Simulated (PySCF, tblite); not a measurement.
# C₇H₅FO₃: geometry, infrared bands and NMR shifts

What infrared bands and NMR shifts should C₇H₅FO₃ (`Cc1oc(C(=O)F)cc1C=O`) show?

The runs use tblite 0.8.0 and PySCF 2.14.0, with density-fitted response routines of our own; the level of theory stands in each step. All values are computed, except where a source is named. Atoms count from 0, in the outputs and in this text.

**1. The molecule as given**

16 atoms, charge 0, multiplicity 1; geometry from: force field or distance geometry start.

Bonds of the start (Å): C0–C1 1.46, C1–O2 1.37, O2–C3 1.35, C3–C4 1.44, C4–O5 1.22, C4–F6 1.35, C3–C7 1.38, C7–C8 1.42, C8–C9 1.45, C9–O10 1.23, C8–C1 1.39, C0–H11 1.10, C0–H12 1.09, C0–H13 1.10, C7–H14 1.08, C9–H15 1.10.

**2. Relaxing the molecule with GFN2-xTB**

What the job is given:

```
{"job": {"kind": "relax", "xc": "GFN2-xTB", "basis": "xTB"}, "charge": 0, "multiplicity": 1}
C     -1.638800     1.565200    -0.181300
C     -0.564400     0.575800    -0.073200
O      0.715100     1.065000     0.033400
C      1.557900     0.013700     0.120400
C      2.968600     0.249200     0.248600
O      3.841200    -0.599400     0.334000
F      3.363300     1.536200     0.237300
C      0.840400    -1.165500     0.102800
C     -0.532500    -0.814300    -0.024800
C     -1.693200    -1.686800    -0.095700
O     -2.847900    -1.292000    -0.209000
H     -2.350900     1.467300     0.656900
H     -1.258300     2.590500    -0.163600
H     -2.194400     1.424100    -1.117600
H      1.253200    -2.156500     0.161600
H     -1.466600    -2.763500    -0.041100
```

The run is started by

```
$ OMP_NUM_THREADS=1 python probes_run.py task.json out
```

One launch serves the whole session: the jobs run in the order shown.

**Question.** This job is followed by: GFN2-xTB harmonic vibrations, gas phase; GIAO PBE0/pcSseg-1 NMR shielding, non-relativistic, gas phase. What will the session give for the following? strongest single infrared mode (GFN2-xTB); zero-point energy (GFN2-xTB); 13C shifts against TMS (PBE0/pcSseg-1); 1H shifts against TMS (PBE0/pcSseg-1, means over atoms taken as alike); 17O shifts against H2O (PBE0/pcSseg-1); 19F shifts against CFCl3 (PBE0/pcSseg-1).

The runs gave:

| quantity | value |
| --- | --- |
| strongest single infrared mode (GFN2-xTB) | 1820 cm⁻¹, 679 km/mol |
| zero-point energy (GFN2-xTB) | 65.9 kcal/mol |
| 13C shifts against TMS (PBE0/pcSseg-1) | 189.6, 173.6, 156.4, 143.4, 135.5, 130.2, 19.3 ppm |
| 1H shifts against TMS (PBE0/pcSseg-1, means over atoms taken as alike) | 10.36, 8.04, 2.94 ppm |
| 17O shifts against H2O (PBE0/pcSseg-1) | 665.4, 414.2, 321.9 ppm |
| 19F shifts against CFCl3 (PBE0/pcSseg-1) | 23.2 ppm |

Over 30 steps the energy fell by 0.156 eV; of the close pairs, C1–O2 changed most, 1.374 to 1.325 Å. The lowest mode is imaginary (42i cm⁻¹), so the xTB geometry is not a minimum. The strongest single mode, at 1820 cm⁻¹, moves mainly C4 and O5. Unscaled tight-binding wavenumbers are off by several per cent, some by more. Its intensities can rank the bands wrongly. The most deshielded carbon is C9 (aldehyde carbonyl carbon), at 189.6 ppm: low-lying n→π* states of the double bond to the heteroatom give a large paramagnetic term (-244 ppm). H15 (hydrogen on an aldehyde carbonyl carbon) lies farthest downfield among hydrogen, at 10.36 ppm; deshielded by the polar, anisotropic C=O bond. At PBE0/pcSseg-1: Shielding is most anisotropic at O10 (span 1372 ppm, paramagnetic term -729 ppm). NICS(1)zz of -22 ppm above the planar ring from C1 marks a diatropic (aromatic) ring current.
